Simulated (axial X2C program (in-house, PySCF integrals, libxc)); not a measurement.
# A two-component session on TeAs⁺: properties at the nuclei

Aim: properties at the nuclei of TeAs⁺, with spin–orbit coupling in the Hamiltonian from the start.

Program: an in-house X2C program for linear molecules on PySCF integrals. Level of theory: two-component X2C with atomic mean-field terms, Te dyall-cv3z, As dyall-cv3z. These are calculated values, not measurements.

## (1) The job

task.json

```json
{
 "zs": [
  52,
  33
 ],
 "q": 1,
 "bas": [
  "dyall-cv3z",
  "dyall-cv3z"
 ],
 "r0": 2.42,
 "levels": [
  "PBE0",
  "HF",
  "PBE50",
  "LDA",
  "BP86"
 ],
 "nst": 3
}
```

Keys: zs atomic numbers; q charge; bas basis sets; r0 starting distance in Å; levels methods (HF also brings MP2); nst determinants followed.

Started as:

```
$ python soeom.py task.json out
```

After this run come: Expectation values, lowest determinant; Expectation values, a higher determinant; Expectation values, a higher determinant.

What does the calculation give? Wanted: lowest determinant; qzz Te; qzz As; higher determinant; Eeff magnitude; Ws magnitude Te; A∥/gI Te (for each run or level that gives them).

**Answer**, as computed:

```
                                        quantity                                            value
                              lowest determinant                             Ω = 0 (closed shell)
                             qzz Te (a.u.), PBE0                                            -2.64
                             qzz As (a.u.), PBE0                                            -3.68
                              higher determinant  Ω = 1 (excess of +ω over −ω: ω = -1/2, ω = 3/2)
Eeff magnitude (GV/cm), PBE0, higher determinant                                           0.0068
 Ws magnitude Te (kHz), PBE0, higher determinant                                           0.0699
        A∥/gI Te (MHz), PBE0, higher determinant                                             -153
         qzz Te (a.u.), PBE0, higher determinant                                            -2.64
                              higher determinant        Ω = 3 (excess of +ω over −ω: 2 × ω = 3/2)
Eeff magnitude (GV/cm), PBE0, higher determinant                                            0.863
 Ws magnitude Te (kHz), PBE0, higher determinant                                            0.249
        A∥/gI Te (MHz), PBE0, higher determinant                                              345
         qzz Te (a.u.), PBE0, higher determinant                                            -2.66
```

What this shows: The expectation values come from single determinants, which for open shells can mix terms of unlike spin or miss the lowest Ω, so a determinant need not be a state. Eeff is the effective electric field on the electron dipole moment in this Ω state and Ws the scalar–pseudoscalar constant (defined with the proton number Z and per Ω); A∥ is the parallel hyperfine constant, which follows by multiplying with the nuclear g factor gI = μI/(I μN); qzz is the electric field gradient, eQq0 = 234.96 MHz × Q/barn × qzz. The operators were transformed with the bare-nucleus X2C matrices.
